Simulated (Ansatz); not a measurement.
# TiO: a relaxation

Aim: relax the cell and atoms of TiO.

Computed with Ansatz 0.2.0 (DFT PBEsol, scalar-relativistic, plane waves, PAW, unless a step's input says otherwise).

## (1) The starting structure

The structure is cubic, space group Pm-3m (No. 221). The conventional cell has a = 4.087 Å, b = 4.087 Å, c = 4.087 Å, α = 90.00°, β = 90.00°, γ = 90.00°. Around Ti (site symmetry 4/mmm) lie 4 O at 2.04 Å. Around O (site symmetry 4/mmm) lie 4 Ti at 2.04 Å.

Coordinates:

```cif
data_structure
_symmetry_space_group_name_H-M 'P 1'
_symmetry_Int_Tables_number 1
_cell_length_a 4.0867
_cell_length_b 4.0867
_cell_length_c 4.0867
_cell_angle_alpha 90.000
_cell_angle_beta 90.000
_cell_angle_gamma 90.000
_cell_volume 68.25
loop_
_atom_site_label
_atom_site_type_symbol
_atom_site_fract_x
_atom_site_fract_y
_atom_site_fract_z
_atom_site_occupancy
Ti1 Ti 0.50000 0.50000 0.00000 1
Ti2 Ti 0.00000 0.50000 0.50000 1
Ti3 Ti 0.50000 0.00000 0.50000 1
O1 O 0.00000 0.50000 0.00000 1
O2 O 0.50000 0.00000 0.00000 1
O3 O 0.00000 0.00000 0.50000 1
```

The structure comes from the Materials Project (structure only).

(A quick probe on a coarse mesh, which set the mesh and smearing, is not shown.)

## (3) Relaxing cell and atoms

input.yaml reads:

```yaml
crystal:
  lattice:
    - [4.086668, 0.0, 0.0]
    - [0.0, 4.086668, 0.0]
    - [0.0, 0.0, 4.086668]
  atoms:
    - { symbol: Ti, position: [0.5, 0.5, 0.0], spin: 0.17 }
    - { symbol: Ti, position: [0.0, 0.5, 0.5], spin: 0.17 }
    - { symbol: Ti, position: [0.5, 0.0, 0.5], spin: 0.17 }
    - { symbol: O, position: [0.0, 0.5, 0.0] }
    - { symbol: O, position: [0.5, 0.0, 0.0] }
    - { symbol: O, position: [0.0, 0.0, 0.5] }
basis:
  ecutwfc: 420
kpoints:
  mp_grid: { grid: [10, 10, 10] }
hamiltonian:
  xc: pbesol
scf:
  occupations: { method: gaussian, width: 0.1 }
output:
  forces: true
  stress: true
  eigenvalues: true
  populations: true
magnetization:
  spin_polarized: true
relax:
  adjacent_minimum: "off"
  f_tol: 0.005
  max_steps: 80
  cell: { stress_tol: 0.05 }
```

Run with:

```
ansatz run input.yaml --threads 2 --pin off --max-ram 5120MiB --backend cpu --events-out ev --progress --plain --runs-dir out
```

Q: Predict the outcome of this session. Wanted: relaxed cell; volume; formation energy; gap on the mesh.

The runs gave:

| quantity | value |
| --- | --- |
| relaxed cell | a = 4.034 Å, b = 4.034 Å, c = 4.034 Å, α = 90.00°, β = 90.00°, γ = 90.00° |
| space group (0.01 Å) | Pm-3m (No. 221) |
| volume | 10.94 Å³/atom |
| formation energy (elements from runs with the same settings, not shown) | -2.57 eV/atom |
| gap on the mesh | none (metal) |

In words: The cell shrank by 3.9 % in volume on relaxing.
